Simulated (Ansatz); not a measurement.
**SnN2H4: how energies converge with the basis set**

An exercise on one series of results from a longer session: the logs are not shown, and one member is left open.

The runs use Ansatz 0.2.0, Gaussian basis; one geometry, several basis sets.

Plan: PBE0-D4/def2-SVP; ωB97M-V/def2-SVP; PBE0-D4/def2-QZVPP; ωB97M-V/def2-QZVPP; the functionals' def2-TZVPP values are taken from earlier runs.

### The relaxed structure

All runs share one geometry, relaxed beforehand with PBE0-D4 in a triple-zeta def2 set. Sn takes the def2 core potential; no spin-orbit term is included.

7 atoms, charge 0, spin multiplicity 1.

Atoms are counted from 1 here; the program's logs count them from 0.

Bond lengths: N1–Sn2 2.019 Å, N1–H4 1.008 Å, N1–H5 1.007 Å, Sn2–N3 2.019 Å, N3–H6 1.007 Å, N3–H7 1.008 Å. Angles: Sn2–N1–H4 126.1°, Sn2–N1–H5 122.7°, H4–N1–H5 111.2°, N1–Sn2–N3 94.4°, Sn2–N3–H6 122.7°, Sn2–N3–H7 126.1°, H6–N3–H7 111.2°.

Set-up of the first run:

in.yaml

```yaml
crystal:
  periodic: [false, false, false]
  atoms:
    - {symbol: N, position_ang: [-1.318761, -0.139103, -0.652171]}
    - {symbol: Sn, position_ang: [0.389262, 0.878061, -1.005765]}
    - {symbol: N, position_ang: [1.346248, 0.142569, 0.612949]}
    - {symbol: H, position_ang: [-1.487583, -0.766352, 0.119192]}
    - {symbol: H, position_ang: [-2.127035, -0.069171, -1.248865]}
    - {symbol: H, position_ang: [2.292571, 0.395439, 0.846970]}
    - {symbol: H, position_ang: [0.966498, -0.509444, 1.281990]}
basis:
  gaussian: {orbitals: def2-SVP}
hamiltonian: {xc: pbe0, dispersion: d4}
output: {orbitals: {seedname: orbitals}}
```

Launch:

```console
> ansatz run in.yaml --threads 4 --pin off --events-out ev --progress --plain --max-ram 10444MiB
```

Steps of the session up to this table: PBE0-D4 in def2-SVP; ωB97M-V in def2-SVP; PBE0-D4 in def2-QZVPP; ωB97M-V in def2-QZVPP.

One table of the session follows, with a row left open; its other results are not shown here.

It belongs to the step «Functionals by basis». 

```
functional       basis  HOMO (eV)
   PBE0-D4    def2-SVP          ?
   PBE0-D4  def2-TZVPP      -6.62
   PBE0-D4  def2-QZVPP      -6.69
   ωB97M-V    def2-SVP      -8.67
   ωB97M-V  def2-TZVPP      -8.95
   ωB97M-V  def2-QZVPP      -9.02
```

Q: Estimate the row for PBE0-D4, def2-SVP from the others.

**Answer.** HOMO (eV): -6.36. In the column «HOMO (eV)» it is the highest.
